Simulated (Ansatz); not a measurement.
# CH₄ClFO₂Si: up Jacob's ladder to CCSD(T)

The task here is to estimate one member of a computed series from the others.

Method: functionals in def2-TZVPP, the program's frozen cores in correlated methods; program: Ansatz 0.2.0, Gaussian basis.

Plan: LDA (SPW92), PBE-D4, revPBE-D4, BLYP-D4, r2SCAN-D4, B97M-V, PBE0-D4, B3LYP-D4, r2SCANh-D4, r2SCAN0-D4, HSE06-D4, BHLYP-D4, CAM-B3LYP-D4, LC-ωPBE, ωB97X-V, ωB97M-V, B2PLYP, PBE-QIDH; CCSD(T)/def2-SVP; CCSD(T)/def2-TZVPP; MP2/def2-QZVPP; extrapolation to the limit; RPA on PBE.

**Structure used throughout**

An earlier PBE0-D4 in a triple-zeta def2 set relaxation fixed the geometry.

SMILES `OC(F)(Cl)O[SiH3]`, 10 atoms, charge 0, spin multiplicity 1.

Atoms are counted from 1 here; the program's logs count them from 0.

Bond lengths: O1–C2 1.365 Å, O1–H7 0.966 Å, C2–F3 1.350 Å, C2–Cl4 1.788 Å, C2–O5 1.349 Å, O5–Si6 1.674 Å, Si6–H8 1.477 Å, Si6–H9 1.480 Å, Si6–H10 1.483 Å. Angles: C2–O1–H7 107.5°, O1–C2–F3 110.1°, O1–C2–Cl4 106.3°, O1–C2–O5 114.3°, F3–C2–Cl4 107.6°, F3–C2–O5 106.8°, Cl4–C2–O5 111.6°, C2–O5–Si6 125.2°, O5–Si6–H8 103.9°, O5–Si6–H9 110.4°, O5–Si6–H10 109.8°, H8–Si6–H9 111.8°, H8–Si6–H10 110.5°, H9–Si6–H10 110.4°.

The first run:

Input file in.yaml:

```yaml
crystal:
  periodic: [false, false, false]
  atoms:
    - {symbol: O, position_ang: [0.386768, -1.025643, -1.302321]}
    - {symbol: C, position_ang: [-0.763000, -0.564099, -0.728997]}
    - {symbol: F, position_ang: [-1.689435, -1.545204, -0.691403]}
    - {symbol: Cl, position_ang: [-1.379654, 0.721900, -1.807229]}
    - {symbol: O, position_ang: [-0.612873, -0.121521, 0.536652]}
    - {symbol: Si, position_ang: [0.623129, 0.873053, 1.071461]}
    - {symbol: H, position_ang: [0.661564, -1.810651, -0.810245]}
    - {symbol: H, position_ang: [0.194774, 1.273258, 2.427560]}
    - {symbol: H, position_ang: [0.770062, 2.040616, 0.174383]}
    - {symbol: H, position_ang: [1.891565, 0.107190, 1.133141]}
basis:
  gaussian: {orbitals: def2-TZVPP}
hamiltonian: {xc: lda}
output: {orbitals: {seedname: orbitals}}
```

On the command line:

```
> ansatz run in.yaml --threads 4 --pin off --events-out ev --progress --plain --max-ram 10444MiB
```

Steps of the session up to this table: LDA; PBE-D4 (GGA); revPBE-D4 (GGA); BLYP-D4 (GGA); r2SCAN-D4 (meta-GGA); B97M-V (meta-GGA); PBE0-D4 (hybrid); B3LYP-D4 (hybrid); r2SCANh-D4 (hybrid); r2SCAN0-D4 (hybrid); HSE06-D4 (hybrid); BHLYP-D4 (hybrid); CAM-B3LYP-D4 (range-separated); LC-ωPBE (range-separated); ωB97X-V (range-separated); ωB97M-V (range-separated); B2PLYP (double hybrid); PBE-QIDH (double hybrid).

One of the session's tables, all rows but one given; the rest of the session is left out.

It belongs to the step «Frontier levels by functional». 

```
  functional  HOMO (eV)  gap (eV)
 LDA (SPW92)      -7.58      6.33
      PBE-D4      -7.41      6.44
   revPBE-D4      -7.35      6.49
     BLYP-D4      -7.29      6.41
   r2SCAN-D4      -7.80      7.27
      B97M-V      -7.96      7.14
     PBE0-D4      -8.97      8.86
    B3LYP-D4      -8.70      8.35
  r2SCANh-D4      -8.37      8.14
  r2SCAN0-D4      -9.23      9.41
    HSE06-D4      -8.56      8.08
    BHLYP-D4     -10.40     11.11
CAM-B3LYP-D4     -10.42     11.25
     LC-ωPBE          ?         ?
     ωB97X-V     -11.46     13.36
     ωB97M-V     -11.33     12.86
```

Estimate the missing values for LC-ωPBE.

As computed: HOMO (eV): -11.83; gap (eV): 13.89. In the column «HOMO (eV)» it is the lowest.
